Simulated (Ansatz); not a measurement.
# GaH₂ (doublet): the correlation ladder at angle H2–Ga1–H3 = 84.4°, aug-cc-pVDZ

Aim: climb from Hartree-Fock through coupled cluster and multireference methods for GaH₂ (doublet) at one geometry and basis, and see what each rung misses.

Computed with Ansatz 0.2.0, Gaussian basis. Level: aug-cc-pVDZ, core rule «outside noble gas», up to 14 orbitals frozen.

Plan: UHF; CCSD(T) on ROHF; CCSD(T) on UHF; BCCD(T) on ROHF; CISD; CCSDT(Q) on ROHF; CCSDT(Q) on UHF; CASSCF and MRCISD+Q, 3 electrons in 3 orbitals; CASSCF and NEVPT2, 3 electrons in 3 orbitals; CASSCF and MRCISD+Q, 5 electrons in 6 orbitals; CASSCF and NEVPT2, 5 electrons in 6 orbitals; Full CI.

16 further runs of the same task are left out: 11 that didn't finish, 5 set aside as unsound or not needed.

## Step 1: What is computed

The geometry derives from a PBE0/def2-TZVP stationary point (not a proven minimum). One angle is set to the value named; bond lengths are kept. No spin-orbit coupling is included. The filled d shell of Ga may be among the frozen orbitals whatever the setting's name suggests; the logs give the count.

3 atoms, charge 0, spin multiplicity 2.

Atoms are counted from 1 here; the program's logs count them from 0.

Bond lengths: Ga1–H2 1.593 Å, Ga1–H3 1.593 Å. Angles: H2–Ga1–H3 84.4°.

Coordinates:

| atom | x (Å) | y (Å) | z (Å) |
| --- | --- | --- | --- |
| Ga1 | 0.0000 | -0.0332 | 0.0000 |
| H2 | 0.0000 | 1.1472 | -1.0703 |
| H3 | 0.0000 | 1.1472 | 1.0703 |

## Step 2: UHF

File in.yaml:

```yaml
crystal:
  periodic: [false, false, false]
  atoms:
    - {symbol: Ga, position_ang: [0.000000, -0.033169, 0.000000]}
    - {symbol: H, position_ang: [0.000000, 1.147200, -1.070293]}
    - {symbol: H, position_ang: [0.000000, 1.147200, 1.070293]}
basis:
  gaussian: {orbitals: aug-cc-pVDZ}
magnetization: {spin_polarized: true, initial_magnetization: 1}
hamiltonian: {xc: hf}
output: {orbitals: {seedname: orbitals}}
```

Run with:

```sh
ansatz run in.yaml --threads 1 --pin off --events-out ev --progress --plain --max-ram 2393MiB
```

Further steps of the session: CCSD(T) on ROHF; CCSD(T) on UHF; BCCD(T) on ROHF; CISD; CCSDT(Q) on ROHF; CCSDT(Q) on UHF; CASSCF and MRCISD+Q, 3 electrons in 3 orbitals; CASSCF and NEVPT2, 3 electrons in 3 orbitals; CASSCF and MRCISD+Q, 5 electrons in 6 orbitals; CASSCF and NEVPT2, 5 electrons in 6 orbitals; Full CI.

Q: Predict the results of all the runs planned. Wanted: FCI below the RHF energy; RMP2 from FCI; UMP2 from FCI; RCCSD from FCI; RCCSD(T) from FCI; UCCSD(T) from FCI; RCCSDT(Q) from FCI; UCCSDT(Q) from FCI; NEVPT2 pair from FCI.

**Answer**, as computed:

| quantity | value |
| --- | --- |
| FCI below the RHF energy | -2.2641 eV |
| RMP2 from FCI | +607.6 meV |
| UMP2 from FCI | +594.1 meV |
| RCCSD from FCI | +54.2 meV |
| RCCSD(T) from FCI | +14.0 meV |
| UCCSD(T) from FCI | +7.0 meV |
| RCCSDT(Q) from FCI | -1.3 meV |
| UCCSDT(Q) from FCI | -8.1 meV |
| NEVPT2 pair from FCI | +574.7 meV |
| MRCISD+Q pair from FCI | -17.2 meV |
| NEVPT2 valence from FCI | +407.9 meV |
| levels within 1 kcal/mol (43 meV) | RCCSD(T), UCCSD(T), BCCD(T), RCCSDT, UCCSDT, RCCSDT(Q), UCCSDT(Q), MRCISD+Q pair, MRCISD valence, MRCISD+Q valence |
| T1 diagnostic | 0.023 |
| effectively unpaired electrons | 1.03 |

What this shows: RCCSD(T) lands +14.0 meV from the yardstick (0.6 % of the correlation energy). UCCSDT, UCCSDT(Q), MRCISD+Q pair, MRCISD+Q valence fall below full CI: unrestricted runs freeze a spin-polarised core, another one than full CI's, and coupled cluster isn't variational. One determinant dominates. Of the multireference levels listed MRCISD+Q valence comes nearest in total energy (-14.0 meV), which doesn't show that its space is the better one. These misses are within one basis, not against nature; the frozen cores of restricted and unrestricted runs differ, which can shift their rows.
